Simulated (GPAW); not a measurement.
# CHFI (SMILES F[CH]I): levels of theory compared

Aim: a comparison of 3 runs (UPBE/real-space grid, UBLYP-D3(0)/dzp, UPBE/dzp) of CHFI. 

Program for the calculation: GPAW 26.7.0.

3 further runs of the same task are left out: 1 that didn't finish, 2 set aside as unsound or not needed.

### Step 1. The molecule

The species is CHFI (4 atoms), meant as a doublet with charge 0. As SMILES, `F[CH]I`. The coordinates come from a GFN2-xTB relaxation.

Bond lengths: F1–C2 1.330 Å, C2–I3 2.051 Å, C2–H4 1.070 Å. Angles: F1–C2–I3 119.4°, F1–C2–H4 116.9°, I3–C2–H4 123.7°.

### Step 2. Energy and one-electron properties at UPBE/real-space grid (scalar-relativistic datasets) (run 1)

run.py

```python
import numpy as np
from ase import Atoms
from ase.units import Bohr, Debye
from gpaw import GPAW

# Set up the molecule
positions_bohr = np.array(
              [[ -0.185250,  -2.197279,   1.411682],
               [  0.328472,  -0.040818,   0.227523],
               [ -2.302480,   1.478900,  -2.177815],
               [  2.159258,   0.759197,   0.538629]])
atoms = Atoms('FCIH', positions=positions_bohr * Bohr)
atoms.center(vacuum=4.5)
atoms.set_initial_magnetic_moments([0.333333, 0.333333, 0.333333, 0.0])

# DFT calculator
calc = GPAW(mode='fd',
            h=0.18,
            xc='PBE',
            occupations={'name': 'fermi-dirac', 'width': 0.0, 'fixmagmom': True},
            maxiter=150,
            symmetry='off',
            txt='-')
atoms.calc = calc

energy = atoms.get_potential_energy()
print(f'Energy = {energy:.5f} eV')
forces = atoms.get_forces()
print('Forces (eV/Ang)')
for symbol, f in zip(atoms.symbols, forces):
    print(f'{symbol:2} {f[0]:9.4f} {f[1]:9.4f} {f[2]:9.4f}')
dipole = atoms.get_dipole_moment() / Debye
print(f'Dipole = {np.linalg.norm(dipole):.3f} D')
print('Moments:', atoms.get_magnetic_moments().round(3))
```

Launch:

```bash
$ python run.py
```

Output:

```text
[...]
Number of symmetries: 1
[...]
  Number of IBZ points: 1
[...]
Spin-components: 2 (collinear spins)
Bands:           13
[...]
  Valence electrons: 19.0
[...]
  Grid points: [64 60 60]
  Charge: 0.0  # |e|
[...]
    cutoffs:
[...]
occupation numbers:
  Fixed magnetic moment: 1.000
[...]
xc functional:
  name: PBE with 2 nearest neighbor stencil
[...]
|iter     |     time |      energy | eigst |  dens |  magmom |
[...]
|iter:   1| 00:00:18 |  -16.556752 | +0.97 |       |  +0.9988|
[...]
|iter:  15| 00:02:14 |  -15.897483c| -7.81c| -5.75c|  +1.0000|
Converged in 15 steps
[...]
Energy contributions relative to reference atoms: (reference = -197294.994729)
Energy contributions:
  Kinetic:          19.779487
  Coulomb:         -19.755073
  Zero:              0.302749
  External:          0.000000
  Xc:              -16.224646
  Entropy:           0.000000
  Spinorbit:         0.000000
  ----------------------------
  Free energy:     -15.897483
  Extrapolated:    -15.897483
dipole moment: (0.105731, 0.150837, -0.057372)  # |e|*Ang
Total magnetic moment: (0.000000, 0.000000, 0.999999)
Local magnetic moments
|        x |        y |         z |
|----------|----------|-----------|
| 0.000000 | 0.000000 |  0.083154 |  # F    0
| 0.000000 | 0.000000 |  0.295687 |  # C    1
| 0.000000 | 0.000000 |  0.036562 |  # I    2
| 0.000000 | 0.000000 | -0.007346 |  # H    3
Fermi levels: -4.593, -2.855
Eigenvalues  # (at kpt = [0.000, 0.000, 0.000])
| band index |      eig [eV] | occ [0-1] |      eig [eV] | occ [0-1] |
|------------|---------------|-----------|---------------|-----------|
|          0 |       -31.559 |     1.000 |       -31.360 |     1.000 |
|          1 |       -18.983 |     1.000 |       -18.692 |     1.000 |
|          2 |       -16.245 |     1.000 |       -15.848 |     1.000 |
|          3 |       -13.350 |     1.000 |       -13.132 |     1.000 |
|          4 |       -11.975 |     1.000 |       -11.768 |     1.000 |
|          5 |       -11.930 |     1.000 |       -11.309 |     1.000 |
|          6 |        -8.981 |     1.000 |        -8.859 |     1.000 |
|          7 |        -7.528 |     1.000 |        -7.172 |     1.000 |
|          8 |        -6.978 |     1.000 |        -6.950 |     1.000 |
|          9 |        -4.593 |     1.000 |        -2.855 |     0.000 |
|         10 |        -2.074 |     0.000 |        -1.720 |     0.000 |
|         11 |        -0.256 |     0.000 |        -0.117 |     0.000 |
[...]
Gap: 2.357 eV
Transition (v -> c):
[...]
Forces (eV/Ang)
F    -0.2435   -0.5395    0.3701
C    -0.2954    0.1358   -0.1209
I    -0.0977    0.0444   -0.1229
H     0.5557    0.2669    0.0426
Dipole = 0.927 D
Moments: [ 0.083  0.296  0.037 -0.007]
```

It took 2.3 min on 1 thread of AMD EPYC (Zen 3), shared host; peak memory 0.78 GiB.

### Step 3. Energy and one-electron properties at UBLYP-D3(0)/dzp (scalar-relativistic datasets) (run 2)

mol.py

```python
import numpy as np
from ase import Atoms
from ase.calculators.mixing import SumCalculator
from ase.io import write
from ase.units import Bohr, Debye
from dftd3.ase import DFTD3
from gpaw import GPAW, setup_paths
from gpaw.analyse.hirshfeld import HirshfeldPartitioning
from gpaw.atom.configurations import parameters
from gpaw.atom.generator import Generator

molecule = Atoms(["F", "C", "I", "H"],
    positions=[[ -0.098030,  -1.162750,   0.747030],
               [  0.173820,  -0.021600,   0.120400],
               [ -1.218420,   0.782600,  -1.152450],
               [  1.142630,   0.401750,   0.285030]])
molecule.center(vacuum=5.0)
molecule.set_initial_magnetic_moments([0.333333, 0.333333, 0.333333, 0.0])

for symbol in ["C", "F", "H", "I"]:
    Generator(symbol, xcname="BLYP", scalarrel=True, nofiles=True, txt=None).run(**parameters[symbol])
setup_paths.insert(0, ".")

gpaw_calc = GPAW(mode="lcao",
                 basis="dzp",
                 h=0.18,
                 xc="BLYP",
                 occupations={"name": "fermi-dirac", "width": 0.0, "fixmagmom": True},
                 maxiter=150,
                 symmetry="off",
                 legacy_gpaw=True,
                 txt="mol.txt")
molecule.calc = SumCalculator([DFTD3(method="BLYP", damping="d3zero"), gpaw_calc])

energy = molecule.get_potential_energy()
print(f"Energy: {energy:.5f} eV")
dipole = gpaw_calc.get_dipole_moment(molecule) / Debye
print(f"Dipole                  {np.linalg.norm(dipole):.3f} D")
hirshfeld = HirshfeldPartitioning(gpaw_calc)
charges = hirshfeld.get_charges()
volumes = hirshfeld.get_effective_volume_ratios()
for symbol, q, v in zip(molecule.symbols, charges, volumes):
    print(f'{symbol:2} charge {q:7.3f}  volume ratio {v:6.3f}')
write("density.cube", molecule, data=gpaw_calc.get_all_electron_density(gridrefinement=2) * Bohr**3)
```

Launch:

```bash
$ python mol.py > mol.log
```

Output:

```text
Energy: -13.26007 eV
Dipole                  0.874 D
F  charge  -0.065  volume ratio  0.998
C  charge  -0.025  volume ratio  0.948
I  charge   0.057  volume ratio  1.005
H  charge   0.033  volume ratio  0.743
```

mol.txt:

```text
___ ___ ___ _ _ _
 |   |   |_  | | | |
 | | | | | . | | | |
 |__ |  _|___|_____|  26.7.0
 |___|_|

units:  Angstrom and eV
cores:  1
OpenMP: False

Versions:
  Python: 3.12.14
  ASE:    3.29.0
  Numpy:  2.5.5
  Scipy:  1.18.1
  Libxc:  7.0.0

Input parameters:
  basis: dzp
  h: 0.18
  maxiter: 150
  mode: lcao
  occupations: {fixmagmom: True,
                name: fermi-dirac,
                width: 0.0}
  symmetry: off
  xc: BLYP

System changes: positions, numbers, cell, pbc, initial_charges, initial_magmoms

Initialize ...

species:
  F:
    name:    Fluorine
    Z:       9.0
    valence: 7
    core:    2
    charge:  0.0  # [|e|]
    file:    F.BLYP
[... 129 lines left out ...]
Reference energy: -197317.217086  # eV
[... 4 lines left out ...]
Convergence criteria:
 Maximum [total energy] change in last 3 cyles: 0.0005 eV / valence electron
[... 4 lines left out ...]
 the SCF output indicates the quantity has converged.)
[... 9 lines left out ...]
       k-points in crystal coordinates                weights
[... 62 lines left out ...]
Bands to converge: occupied
[... 55 lines left out ...]
Converged after 10 iterations.
[... 1 line left out ...]
Dipole moment: (0.047824, 0.151867, -0.088083) |e|*Ang
[... 18 lines left out ...]
Free energy:    -13.223552
[... 72 lines left out ...]
Memory usage: 860.23 MiB
```

It took 1.8 min on 1 thread of AMD EPYC (Zen 3), shared host; peak memory 0.84 GiB.

Atomic charges (e):

| atom | Hirshfeld |
| --- | --- |
| F1 | -0.065 |
| C2 | -0.025 |
| I3 | +0.057 |
| H4 | +0.033 |

### Step 4. Energy and one-electron properties at UPBE/dzp (scalar-relativistic datasets) (run 3)

run.py

```python
import numpy as np
from ase import Atoms
from ase.units import Debye
from gpaw import GPAW

# Structure
atoms = Atoms(['F', 'C', 'I', 'H'],
    positions=[[ -0.098030,  -1.162750,   0.747030],
               [  0.173820,  -0.021600,   0.120400],
               [ -1.218420,   0.782600,  -1.152450],
               [  1.142630,   0.401750,   0.285030]])
atoms.center(vacuum=4.5)
atoms.set_initial_magnetic_moments([0.333333, 0.333333, 0.333333, 0.0])

# DFT calculator
calc = GPAW(mode='lcao',
            basis='dzp',
            h=0.18,
            xc='PBE',
            occupations={'name': 'fermi-dirac', 'width': 0.0, 'fixmagmom': True},
            maxiter=150,
            symmetry='off',
            txt='-')
atoms.calc = calc

energy = atoms.get_potential_energy()
print(f'Energy = {energy:.5f} eV')
forces = atoms.get_forces()
print('Forces (eV/Ang)')
for symbol, f in zip(atoms.symbols, forces):
    print(f'{symbol:2} {f[0]:9.4f} {f[1]:9.4f} {f[2]:9.4f}')
dipole = atoms.get_dipole_moment() / Debye
print(f'Dipole                  {np.linalg.norm(dipole):.3f} D')
print('Moments:', atoms.get_magnetic_moments().round(3))
```

Launch:

```bash
$ python3 run.py
```

Output:

```text
[...]
Number of symmetries: 1
[...]
  Number of IBZ points: 1
[...]
basis functions: 44
Spin-components: 2 (collinear spins)
Bands:           13
[...]
  Valence electrons: 19.0
[...]
  Grid points: [64 60 60]
  Charge: 0.0  # |e|
[...]
    cutoffs:
[...]
occupation numbers:
  Fixed magnetic moment: 1.000
[...]
xc functional:
  name: PBE with 2 nearest neighbor stencil
[...]
|iter     |     time |      energy | eigst |  dens |  magmom |
[...]
|iter:   1| 00:00:21 |  -14.552376 |      c|       |  +0.9983|
[...]
|iter:  10| 00:00:57 |  -14.215362c|      c| -4.39c|  +1.0000|
Converged in 10 steps
[...]
Energy contributions relative to reference atoms: (reference = -197294.994729)
Energy contributions:
  Kinetic:          27.267875
  Coulomb:         -24.285177
  Zero:              0.351800
  External:          0.000000
  Xc:              -17.549860
  Entropy:           0.000000
  Spinorbit:         0.000000
  ----------------------------
  Free energy:     -14.215362
  Extrapolated:    -14.215362
dipole moment: (0.058864, 0.142148, -0.076000)  # |e|*Ang
Total magnetic moment: (0.000000, 0.000000, 0.999991)
Local magnetic moments
|        x |        y |         z |
|----------|----------|-----------|
| 0.000000 | 0.000000 |  0.090834 |  # F    0
| 0.000000 | 0.000000 |  0.313432 |  # C    1
| 0.000000 | 0.000000 |  0.037753 |  # I    2
| 0.000000 | 0.000000 | -0.006963 |  # H    3
Fermi levels: -4.058, -2.250
Eigenvalues  # (at kpt = [0.000, 0.000, 0.000])
| band index |      eig [eV] | occ [0-1] |      eig [eV] | occ [0-1] |
|------------|---------------|-----------|---------------|-----------|
|          0 |       -31.072 |     1.000 |       -30.854 |     1.000 |
|          1 |       -18.584 |     1.000 |       -18.284 |     1.000 |
|          2 |       -15.781 |     1.000 |       -15.369 |     1.000 |
|          3 |       -12.885 |     1.000 |       -12.648 |     1.000 |
|          4 |       -11.487 |     1.000 |       -11.268 |     1.000 |
|          5 |       -11.378 |     1.000 |       -10.707 |     1.000 |
|          6 |        -8.512 |     1.000 |        -8.389 |     1.000 |
|          7 |        -7.063 |     1.000 |        -6.731 |     1.000 |
|          8 |        -6.527 |     1.000 |        -6.499 |     1.000 |
|          9 |        -4.058 |     1.000 |        -2.250 |     0.000 |
|         10 |        -1.309 |     0.000 |        -0.883 |     0.000 |
|         11 |         2.745 |     0.000 |         3.143 |     0.000 |
[...]
Gap: 2.441 eV
Transition (v -> c):
[...]
Forces (eV/Ang)
F    -0.3656   -1.1027    0.6030
C    -0.6907    0.2732   -0.3913
I    -0.2408    0.1487   -0.2608
H     1.2339    0.5943    0.1351
Dipole                  0.824 D
Moments: [ 0.091  0.313  0.038 -0.007]
```

Run time: 60 s. Hardware: 1 thread of AMD EPYC (Zen 3), shared host; peak memory 0.84 GiB.

### Step 5. The series

| run | level | mode | vacuum round the molecule | energy (Eh) | dipole moment (D) | HOMO energy (eV) | LUMO energy (eV) | wall time |
| --- | --- | --- | --- | --- | --- | --- | --- | --- |
| 1 | UPBE/real-space grid (scalar-relativistic datasets) | fd | 4.5 | -7251.041547 | 0.93 | -4.59 | -2.85 | 2.3 min |
| 2 | UBLYP-D3(0)/dzp (scalar-relativistic datasets) | lcao | 5 | -7251.761280 | 0.87 | -3.89 | -2.19 | 1.8 min |
| 3 | UPBE/dzp (scalar-relativistic datasets) | lcao | 4.5 | -7250.979730 | 0.82 | -4.06 | -2.25 | 60 s |

### Step 6. Results

```
                                                     quantity        value
run 3: energy as printed (from the program's reference atoms)  -14.2154 eV
                                         run 3: dipole moment       0.82 D
                    run 3: HOMO energy (highest over α and β)     -4.06 eV
                     run 3: LUMO energy (lowest over α and β)     -2.25 eV
                              run 3: largest force on an atom   1.376 eV/Å
```

**Reading.** The dipole moment (its size) runs from 0.82 D (UPBE/dzp) to 0.93 D (UPBE/real-space grid). Totals of different functionals can't be ranked against each other. All runs together took 5 min, the longest 2.3 min.
